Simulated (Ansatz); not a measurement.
# GaAsH₂ (singlet): from Hartree-Fock to the top rungs at a displaced geometry (v1), cc-pVDZ

The task here is to estimate one member of a computed series from the others.

Program: Ansatz 0.2.0, Gaussian basis. Level of theory: cc-pVDZ, core rule «outside noble gas», up to 28 orbitals frozen. These are calculated values, not measurements.

The runs, in order: UHF; CCSD(T) on RHF; BCCD(T) on RHF; CISD; CCSDT(Q) on RHF; CASSCF and MRCISD+Q, 10 electrons in 10 orbitals; CASSCF and NEVPT2, 10 electrons in 10 orbitals.

22 further runs of the same task are left out: 6 for a known fault of the program, 8 that didn't finish, 8 set aside as unsound or not needed.

## The geometry

The geometry is a PBE0/def2-TZVP stationary point (not a proven minimum) with its atoms shifted at random (size 0.040 Å). No spin-orbit coupling is included. The filled d shell of Ga, As may be among the frozen orbitals whatever the setting's name suggests; the logs give the count.

4 atoms, charge 0, spin multiplicity 1.

Atoms are counted from 1 here; the program's logs count them from 0.

Bond lengths: Ga1–As2 2.566 Å, As2–H3 1.452 Å, As2–H4 1.567 Å. Angles: Ga1–As2–H3 85.0°, Ga1–As2–H4 83.7°, H3–As2–H4 89.3°.

Set-up of the first run:

in.yaml reads:

```yaml
crystal:
  periodic: [false, false, false]
  atoms:
    - {symbol: Ga, position_ang: [-0.012889, 0.008085, 1.344320]}
    - {symbol: As, position_ang: [0.039637, -0.008058, -1.221590]}
    - {symbol: H, position_ang: [-0.975939, -1.040198, -1.109466]}
    - {symbol: H, position_ang: [-1.078708, 1.079896, -1.079664]}
basis:
  gaussian: {orbitals: cc-pVDZ}
magnetization: {spin_polarized: true, initial_magnetization: 0}
hamiltonian: {xc: hf}
output: {orbitals: {seedname: orbitals}}
```

On the command line:

```sh
$ ansatz run in.yaml --threads 1 --pin off --events-out ev --progress --plain --max-ram 2393MiB
```

Steps of the session up to this table: UHF; CCSD(T) on RHF; BCCD(T) on RHF; CISD; CCSDT(Q) on RHF; CASSCF and MRCISD+Q, 10 electrons in 10 orbitals; CASSCF and NEVPT2, 10 electrons in 10 orbitals.

One table of the session follows, with a row left open; its other results are not shown here.

```
          method  from RCCSDT(Q) (meV)
             RHF               +5421.4
            RMP2               +1126.3
            CISD                +631.0
           RCCSD                +187.0
        RCCSD(T)                 +33.7
         BCCD(T)                 +33.2
          RCCSDT                  +9.7
       RCCSDT(Q)                     0
  CASSCF valence               +3370.1
  NEVPT2 valence                +812.7
  MRCISD valence                +232.7
MRCISD+Q valence                     ?
```

Q: Estimate the row for MRCISD+Q valence from the others.

As computed: from RCCSDT(Q) (meV): +18.7. In the column «from RCCSDT(Q) (meV)» it lies between RCCSDT (+9.7) and BCCD(T) (+33.2).
